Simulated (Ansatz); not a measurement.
**Platinum, diamond under r²SCAN: structure, energy and stiffness**

Aim: take platinum in the diamond structure, relax it, solve it on a dense k-mesh, then scale the cell to 7 volumes from 88 to 112 % of the relaxed one and try a fit of the equation of state. The start is ferromagnetic. The k-meshes are 10×10×10 for the relaxation; 16×16×16 for the dense run; 11×11×11 for the volumes.

This is Pt in the diamond structure; at room conditions it is fcc.

Program: Ansatz 0.2.0. Level of theory: DFT r2SCAN, plane waves (500 eV) with PAW, scalar-relativistic; PBE-made PAW files. These are calculated values, not measurements.

### 1 The structure to begin with

The structure is cubic, space group Fd-3m (No. 227). Conventional cell: a = 5.463 Å, b = 5.463 Å, c = 5.463 Å, α = 90.00°, β = 90.00°, γ = 90.00°. Around Pt (site symmetry -43m) lie 4 Pt at 2.37 Å.

As a file:

```cif
data_structure
_symmetry_space_group_name_H-M 'Fd-3m:1'
_symmetry_Int_Tables_number 227
_cell_length_a 5.4628
_cell_length_b 5.4628
_cell_length_c 5.4628
_cell_angle_alpha 90.000
_cell_angle_beta 90.000
_cell_angle_gamma 90.000
_cell_volume 163.02
loop_
_atom_site_label
_atom_site_type_symbol
_atom_site_symmetry_multiplicity
_atom_site_Wyckoff_symbol
_atom_site_fract_x
_atom_site_fract_y
_atom_site_fract_z
_atom_site_occupancy
Pt1 Pt 8 b 0.75000 0.75000 0.75000 1
```

Starting moments (μB): +1 ×2.

### 2 Relaxation of the cell

Input file input.yaml:

```yaml
crystal:
  lattice:
    - [0.0, 2.731412573, 2.731412573]
    - [2.731412573, 0.0, 2.731412573]
    - [2.731412573, 2.731412573, 0.0]
  atoms:
    - { symbol: Pt, position: [0.125, 0.125, 0.125], spin: 1.0 }
    - { symbol: Pt, position: [0.875, 0.875, 0.875], spin: 1.0 }
hamiltonian:
  xc: r2scan
  pseudopotentials:
    kind: paw
    azcp:
      Pt: "pseudopotentials/Pt.paw.azcp"
basis:
  ecutwfc: 500
  fft_grid_basis: typed
kpoints:
  mp_grid: { grid: [10, 10, 10], shift: [0, 0, 0] }
magnetization:
  spin_polarized: true
scf:
  occupations: { method: fermi_dirac, width: 0.05 }
relax:
  max_steps: 60
  f_tol: 0.01
  cell: {}
```

Run with:

```bash
$ ansatz run input.yaml --threads 2 --pin off --max-ram 6144MiB --backend cpu --events-out ev --progress --plain --runs-dir out
```

After this run come: The energy on a finer k-mesh; The cell scaled to 88 % of its volume; The cell scaled to 92 % of its volume; The cell scaled to 96 % of its volume; The cell scaled to 100 % of its volume; The cell scaled to 104 % of its volume; The cell scaled to 108 % of its volume; The cell scaled to 112 % of its volume.

What does the calculation give? Wanted: space group; conventional cell; volume; shortest distance; gap on the mesh; magnetic state; relative to fcc; V₀, B₀, B₀′.

**Answer**, as computed:

```
                      quantity                                  value
space group (spins left aside)                        Fd-3m (No. 227)
             conventional cell                            a = 5.738 Å
                        volume                         23.616 Å³/atom
             shortest distance                                2.485 Å
               gap on the mesh           none (levels filled in part)
                magnetic state  ferromagnetic, up to 0.67 μB per atom
               relative to fcc                         +1104 meV/atom
                   V₀, B₀, B₀′           23.626 Å³/atom, 126 GPa, 4.9
```

In words: The relaxation enlarged the cell by 15.9 % in volume. Against the reference form of platinum (fcc, computed apart with the same settings) it stands 1104 meV/atom higher, so it is far from stable. It ends ferromagnetic, with up to 0.67 μB per atom. Levels at the Fermi energy are filled in part, as in a metal. The fitted modulus is 126 GPa. The symmetry was held, so the structure may be unstable against distortions that break it.
